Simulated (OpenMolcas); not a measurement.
# Mo²⁺ among point charges: CASSCF levels and susceptibility

Aim: the splitting of the states of Mo²⁺ in the field of 6 point charges, its lowest levels with spin-orbit coupling and its magnetic susceptibility.

Program: OpenMolcas 26.06. Level of theory: state-averaged CASSCF, spin-orbit coupling by RASSI with atomic mean-field integrals. These are calculated values, not measurements, unless marked.

1 further run of the same task is left out (it didn't finish).

**1. The system**

* Species: Mo²⁺ (molybdenum, Z = 42, 40 electrons)
* Basis: ANO-RCC-VDZP [6s5p3d1f], 43 functions
* Scalar Hamiltonian: DKH2, point nucleus
* Inactive shells: 1s 2s 2p 3s 3p 3d 4s 4p
* Active space: 4 electrons in 5 orbitals (4d)
* Some configurations of this space: 4d⁴
* Orbitals: optimised for each spin and parity, averaged over all roots

The outer shells:

4d4
```
4d [↑ ][↑ ][↑ ][↑ ][  ]
```

The ion sits among 6 point charges of -1.5 e arranged as a tetragonal octahedron (D4h), 2.21 Å from the ion, with the axial distance 2.453 Å. The active orbitals were held to one l.

Each step is its own input file, run in one work folder so that later steps find the files of earlier ones. Labels, J, g values, rates, χT and fits are worked out afterwards by a script from the matrices that RASSI stores. The input lists half of the charges; inversion (Group=XYZ) makes the rest.

**2. GATEWAY and SEWARD: basis and integrals**

Contents of a.inp:

```
&GATEWAY
Coord
1

Mo 0.0 0.0 0.0
Basis=ANO-RCC-VDZP
Group=XYZ
NoMove
AngMom=0.0 0.0 0.0
AMFI
XField
3 Angstrom 0
2.210000 0.000000 0.000000 -1.500000
0.000000 2.210000 0.000000 -1.500000
0.000000 0.000000 2.453100 -1.500000
&SEWARD
```

On the command line:

```bash
OMP_NUM_THREADS=1 MOLCAS_MEM=1689 MOLCAS_PROJECT=a pymolcas a.inp > a.log
```

**3. Reference wave functions, quintets of even parity, 5 roots**

Contents of a.inp:

```
&RASSCF
FileOrb=start.orb
Symmetry=1
Spin=5
nActEl=4 0 0
Inactive=9 9
Ras2=5 0
CIRoot=5 5 1
SDav=5
CIMx=300
Iter=120 100
PrWF=0.3
OrbListing=Nothing
MaxOrb=0
SupSym
1
15 4 5 6 7 8 10 11 12 13 14 17 18 19 20 21
0
>>> COPY $Project.JobIph JOB001
```

start.orb holds the contracted functions of the basis, ordered by shell, or the orbitals of the step before.

**4. Reference wave functions, triplets of even parity, 45 roots**

Contents of a.inp:

```
&RASSCF
FileOrb=start.orb
Symmetry=1
Spin=3
nActEl=4 0 0
Inactive=9 9
Ras2=5 0
CIRoot=45 45 1
SDav=45
CIMx=300
Iter=120 100
PrWF=0.3
OrbListing=Nothing
MaxOrb=0
SupSym
1
15 4 5 6 7 8 10 11 12 13 14 17 18 19 20 21
0
>>> COPY $Project.JobIph JOB002
```

**5. Reference wave functions, singlets of even parity, 50 roots**

Contents of a.inp:

```
&RASSCF
FileOrb=start.orb
Symmetry=1
Spin=1
nActEl=4 0 0
Inactive=9 9
Ras2=5 0
CIRoot=50 50 1
SDav=50
CIMx=300
Iter=120 100
PrWF=0.3
OrbListing=Nothing
MaxOrb=0
SupSym
1
15 4 5 6 7 8 10 11 12 13 14 17 18 19 20 21
0
>>> COPY $Project.JobIph JOB003
```

**6. State interaction with spin-orbit coupling**

Contents of a.inp:

```
&RASSI
NrOfJobIphs=3 5 45 50
1 2 3 4 5
1 2 3 4 5 6 7 8 9 10 11 12 13 14 15 16 17 18 19 20 21 22 23 24 25 26 27
28 29 30 31 32 33 34 35 36 37 38 39 40 41 42 43 44 45
1 2 3 4 5 6 7 8 9 10 11 12 13 14 15 16 17 18 19 20 21 22 23 24 25 26 27
28 29 30 31 32 33 34 35 36 37 38 39 40 41 42 43 44 45 46 47 48 49 50
IphNames
JOB001
JOB002
JOB003
EJob
SpinOrbit
DIPRint=1.0
SOCoupling=1000.0
Subsets=2
Property=9
'ANGMOM' 1 'ANGMOM' 2 'ANGMOM' 3 'MLTPL  1' 1 'MLTPL  1' 2 'MLTPL  1' 3
'AMFI' 1 'AMFI' 2 'AMFI' 3
SOProperty=3
'ANGMOM' 1 'ANGMOM' 2 'ANGMOM' 3
```

Before running it: what results should come out? Wanted: spin-free ground state; first state of the same spin within the active space; lowest level; next level.

**Answer**, as computed:

```
                                            quantity                            value
                                              method                           CASSCF
                              spin-free ground state  5B1, 1-fold in its orbital part
first state of the same spin within the active space                 5A1 at 5060 cm⁻¹
                                        lowest level                        1-fold A1
                                          next level                         2.3 cm⁻¹
                                         χT at 300 K                   2.77 cm³ K/mol
                           effective moment at 300 K                          4.71 μB
```

What this shows: The spin-free ground state (5B1) comes to 100 % from free-ion D terms and keeps the highest spin of the shell. χT at 300 K is 2.77, against 3.01 cm³ K/mol for the spin alone; near agreement at one temperature doesn't show that the orbital moment is quenched. An active space of the d shell alone favours high spin; real ions in strong fields can be low spin. The field of point charges can differ much from that of real complexes. With metal d orbitals alone active, the gaps between spin states are rough; where two lie within a few thousand cm-1, their order is open. This is an electrostatic model: the charges have no orbitals.
